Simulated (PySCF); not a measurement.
**TlH3(NH3): other functionals and bases at one geometry**

The task here is to estimate one member of a computed series from the others.

Program: PySCF 2.14.0. Level of theory: several levels, as the steps say, no spin–orbit coupling. These are calculated values, not measurements.

1 further run of the same task is left out (for a known fault of the program).

### The system as given

8 atoms, charge 0, spin multiplicity 1.

Bond lengths: Tl1–H2 1.752 Å, Tl1–H3 1.752 Å, Tl1–H4 1.752 Å, Tl1–N5 2.548 Å, N5–H6 1.019 Å, N5–H7 1.019 Å, N5–H8 1.019 Å. Angles: H2–Tl1–H3 119.4°, H2–Tl1–H4 119.4°, H2–Tl1–N5 94.3°, H3–Tl1–H4 119.4°, H3–Tl1–N5 94.3°, H4–Tl1–N5 94.3°, Tl1–N5–H6 111.3°, Tl1–N5–H7 111.3°, Tl1–N5–H8 111.3°, H6–N5–H7 107.6°, H6–N5–H8 107.6°, H7–N5–H8 107.6°.

Coordinates:

```xyz
8
charge 0, multiplicity 1
Tl    0.2804   -0.2804    0.2804
H     1.0692    1.0703    1.0692
H    -1.0703   -1.0692    1.0692
H     1.0692   -1.0692   -1.0703
N    -1.1908    1.1908   -1.1908
H    -1.7920    1.7920   -0.6298
H    -0.6298    1.7920   -1.7920
H    -1.7920    0.6298   -1.7920
```

Formal oxidation states: Tl +3. An earlier session relaxed this geometry at PBE0, Tl def2-SVP with ECP60, H def2-SVP, N def2-SVP (singlet, point group C3v).

At PBE0 on the finer grid: E = -230.696103 Eh, HOMO -7.17 eV, LUMO -0.19 eV, Mulliken charge on Tl1 +0.11 e, largest force component 0.006 eV/Å. 

Levels to run: wB97X; TPSS; PBE0, TZVP. Hardware: 2 threads of Arm Neoverse V1, shared host.

Set-up of the first run:

run.py (the lines that set the calculation) reads:

```python
mol = gto.M(atom='''
Tl     0.28042    -0.28042     0.28042
H      1.06917     1.07031     1.06917
H     -1.07031    -1.06917     1.06917
H      1.06917    -1.06917    -1.07031
N     -1.19076     1.19076    -1.19076
H     -1.79203     1.79203    -0.62978
H     -0.62978     1.79203    -1.79203
H     -1.79203     0.62978    -1.79203''',
    basis={'Tl': 'def2-SVP', 'H': 'def2-SVP', 'N': 'def2-SVP'},
    ecp={'Tl': 'def2-SVP'},
    charge=0, spin=0)
mf = dft.RKS(mol, xc='WB97X')
mf.grids.atom_grid = (75, 302)
mf = mf.density_fit()  # fitting sets: Tl def2-universal-JKFIT, H def2-universal-JKFIT, N def2-universal-JKFIT
mf.conv_tol = 1e-08; mf.max_cycle = 55
mf.kernel(dm0)  # dm0: the density of the relaxed state
```

Started as:

```console
$ OMP_NUM_THREADS=2 python run.py
```

Steps of the session up to this table: wB97X; TPSS; PBE0, TZVP.

One table of the session follows, with a row left open; its other results are not shown here.

```
              level  HOMO (eV)  gap (eV)  charge on Tl1 (e)  dipole (D)  largest force component (eV/Å)
PBE0 (relaxed here)      -7.17      6.98               0.11        4.46                            0.01
              wB97X          ?         ?                  ?           ?                               ?
               TPSS      -6.20      5.44               0.13        4.52                            0.18
         PBE0, TZVP      -7.24      6.70               0.24        4.18                            0.20
```

Estimate the missing values for wB97X.

**Answer.** HOMO (eV): -9.48; gap (eV): 11.16; charge on Tl1 (e): 0.17; dipole (D): 4.44; largest force component (eV/Å): 0.01. In the column «HOMO (eV)» it is the lowest.

In one basis the HOMO–LUMO gap runs from 5.44 eV (TPSS) to 11.16 eV (wB97X). The largest leftover force, 0.20 eV/Å with PBE0, TZVP, stands at a geometry relaxed at another level. Total energies of different levels can't be compared.
